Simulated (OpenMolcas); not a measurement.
# doublet [SnH2O2]+ at 4 levels

Wanted: a comparison of 4 runs (UHF/STO-3G, UPBE0/def2-SVP, UTPSS/def2-SVP, ROMP2/def2-SVP) of doublet [SnH2O2]+. 

Program for the calculation: OpenMolcas 26.06.

### 1 Starting point

[SnH2O2]+ has 5 atoms, charge +1, and is taken as a doublet. SMILES of the parent species: `[OH][Sn][OH]`. The shape is that of a PBE0-D4/def2-TZVP optimisation. This is one conformer, not always the lowest. That shape belongs to the parent species and isn't relaxed for this state.

Bond lengths: O1–Sn2 1.987 Å, Sn2–O3 1.966 Å, O1–H4 0.960 Å, O3–H5 0.964 Å. Angles: O1–Sn2–O3 91.9°, Sn2–O1–H4 116.9°, Sn2–O3–H5 111.9°.

### 2 A single-point energy at UHF/STO-3G (run 1)

Contents of geom.xyz:

```xyz
5

O     -0.984300     0.177800    -0.613800
Sn    -0.153700    -0.943900     0.800900
O      1.561800     0.002900     0.636100
H     -1.901200    -0.005600    -0.831400
H      1.527200     0.695100    -0.033300
```

Contents of test.inp:

```
&GATEWAY
  BasLib=$CurrDir
  Coord=geom.xyz
  Basis=STO-3G
  Group=NoSym

&SEWARD

&SCF
  UHF
  Charge=1
  Spin=2
  Thresholds=1e-10 1e-07 1e-07 1e-05
  PrOrbitals=1 1
```

The basis set STO-3G is read from a file made from the Basis Set Exchange's data (not shown).

Command:

```console
$ export MOLCAS_MEM=1860
$ pymolcas test.inp > test.log
```

The program printed:

```text
--- Start Module: gateway ---
[...]
--- Stop Module: gateway /rc=_RC_ALL_IS_WELL_ ---
--- Start Module: seward ---
[...]
      Basis functions           39
--- Stop Module: seward /rc=_RC_ALL_IS_WELL_ ---
--- Start Module: scf ---
[...]
       Convergence after  45 Iterations
[...]
::    Total SCF energy                              -6111.9460094365
[...]
      Total spin, S                                     0.5458357675
[...]
      Total electronic charge=   67.000000
      Total            charge=    1.000000
[...]
      Dipole Moment (debye):
      Origin of the operator (angstrom)=   -0.0622   -0.7121    0.6206
                   X= -2.8826E+00               Y= -4.8904E-01               Z= -7.6605E-01           Total=  3.0225E+00
      Center of Charge (angstrom)
[...]
--- Stop Module: scf /rc=_RC_ALL_IS_WELL_ ---
[...]
```

It took 3.3 s on 1 thread of Intel Xeon Platinum 8488C (Sapphire Rapids), shared host; peak memory 0.38 GiB.

### 3 A single-point energy at UPBE0/def2-SVP (core potential) (run 2)

Contents of job.inp:

```
>>> EXPORT MOLCAS_PRINT=2

&GATEWAY
 BasLib = $CurrDir
 Coord
 5
 bohr
 O     -1.86005742     0.33599330    -1.15991390
 Sn    -0.29045091    -1.78371249     1.51348165
 O      2.95137426     0.00548021     1.20205479
 H     -3.59274731    -0.01058247    -1.57111830
 H      2.88598974     1.31354863    -0.06292788
 Basis = def2-SVP
 Group = NoSym

&SEWARD
 GridInput
 Grid=UltraFine
 End of Grid

&SCF
 UHF
 Charge = 1
 Spin = 2
 KSDFT = PBE0
 Thresholds = 1e-10 1e-07 1e-07 1e-05
 PrOrbitals = 1 2
```

The basis set def2-SVP is read from a file made from the Basis Set Exchange's data (not shown).

Command:

```console
$ export MOLCAS_MEM=1860
$ pymolcas job.inp > job.log
```

The program printed:

```text
--- Start Module: gateway ---
[...]
--- Stop Module: gateway /rc=_RC_ALL_IS_WELL_ ---
--- Start Module: seward ---
[...]
      Basis functions           64
--- Stop Module: seward /rc=_RC_ALL_IS_WELL_ ---
[...]
--- Start Module: scf ---
[...]
       Convergence after  24 Iterations
[...]
::    Total KS-DFT energy                            -365.3618938867
[...]
      Total spin, S                                     0.5056957150
[...]
      Total electronic charge=   39.000000
      Total            charge=    1.000000
[...]
      Dipole Moment (debye):
      Origin of the operator (angstrom)=   -0.0622   -0.7121    0.6206
                   X= -2.7224E+00               Y= -1.0421E+00               Z= -1.7483E-01           Total=  2.9203E+00
      Center of Charge (angstrom)
[...]
--- Stop Module: scf /rc=_RC_ALL_IS_WELL_ ---
[...]
```

It took 24 s on 1 thread of Intel Xeon Platinum 8488C (Sapphire Rapids), shared host; peak memory 0.4 GiB.

Run 3 isn't shown in full; the table further down has it.

### 4 The energy at ROMP2/def2-SVP (core potential) (run 4)

Contents of coord.xyz:

```xyz
5

O     -0.984300     0.177800    -0.613800
Sn    -0.153700    -0.943900     0.800900
O      1.561800     0.002900     0.636100
H     -1.901200    -0.005600    -0.831400
H      1.527200     0.695100    -0.033300
```

Contents of calc.input:

```
&GATEWAY
BasLib = $CurrDir
Coord = coord.xyz
Basis = def2-SVP
Group = NoSym
&SEWARD
&SCF
UHF
Charge = 1
Spin = 2
Thresholds = 1e-10 1e-07 1e-07 1e-05
PrOrbitals = 1 2
&RASSCF
FileOrb = $Project.UnaOrb
Spin = 2
Nactel = 1 0 0
Inactive = 19
Ras2 = 1
OutOrbitals = Canonical
OrbListing = Nothing
&CASPT2
IPEA = 0.0
Frozen = 6
```

The basis set def2-SVP is read from a file made from the Basis Set Exchange's data (not shown).

Command:

```console
$ export MOLCAS_MEM=1860
$ pymolcas calc.input > calc.log
```

The program printed:

```text
--- Start Module: gateway ---
[...]
--- Stop Module: gateway /rc=_RC_ALL_IS_WELL_ ---
[...]
      Basis functions           64
[...]
       Convergence after  28 Iterations
[...]
::    Total SCF energy                               -363.8234926796
[...]
      Total spin, S                                     0.5416459976
[...]
--- Start Module: rasscf ---
[...]
      Number of active orbitals                  1
[...]
      Spin quantum number                      0.5
[...]
      Active orbitals                            1
[...]
      Number of CSFs                             1
[...]
      Number of root(s) required                 1
[...]
      Convergence after 19 iterations
[...]
      printout of CI-coefficients larger than  0.05 for root  1
      energy=    -363.811990
      conf/sym  1     Coeff  Weight
             1  u   1.00000 1.00000
      Natural orbitals and occupation numbers for root  1
      sym 1:   1.000000
      ************************************************************************************************************************
      *                                                    Final results                                                     *
[...]
::    RASSCF root number  1 Total energy:   -363.81199041
[...]
      Total electronic charge=   39.000000
      Total            charge=    1.000000
[...]
      Dipole Moment (debye):
      Origin of the operator (angstrom)=   -0.0622   -0.7121    0.6206
                   X= -3.3009E+00               Y= -2.3641E+00               Z=  8.2908E-01           Total=  4.1439E+00
      Center of Charge (angstrom)
[...]
--- Stop Module: rasscf /rc=_RC_ALL_IS_WELL_ ---
[...]
--- Start Module: caspt2 ---
[...]
 ###    WARNING: User changed nr of frozen orbitals.                         ###
 ###############################################################################
[...]
      E2 (Variational):          -0.4774593016
      Total energy:            -364.2894497103
[...]
      Reference weight:           0.86232
[...]
::    CASPT2 Root  1     Total energy:   -364.28944971
[...]
--- Stop Module: caspt2 /rc=_RC_ALL_IS_WELL_ ---
[...]
```

Wall time 6.9 s (1 thread of Intel Xeon Platinum 8488C (Sapphire Rapids), shared host); peak memory 0.4 GiB.

### 5 The series

```
run                            level  integration grid  frozen core orbitals   energy (Eh)  HOMO energy (eV)  LUMO energy (eV)   ⟨S²⟩  wall time
  1                       UHF/STO-3G                 –                     –  -6111.946009            -13.96             -3.99  0.844      3.3 s
  2  UPBE0/def2-SVP (core potential)         UltraFine                     –   -365.361894            -14.76            -11.89  0.761       24 s
  3  UTPSS/def2-SVP (core potential)         UltraFine                     –   -365.455360            -13.28            -12.55  0.755       33 s
  4  ROMP2/def2-SVP (core potential)                 –                     6   -364.289450                 –                 –      –      6.9 s
```

### 6 Results

```
           quantity          value
run 4: total energy  -364.28945 Eh
```

**Reading.** Totals of different functionals can't be ranked against each other. Some runs of one species differ in core potentials or relativity; totals across that change don't compare. In run 1 the basis is minimal, so the values are rough. In run 1 relativity is left out where basis or elements ask for it. All runs together took 67 s, the longest 33 s.
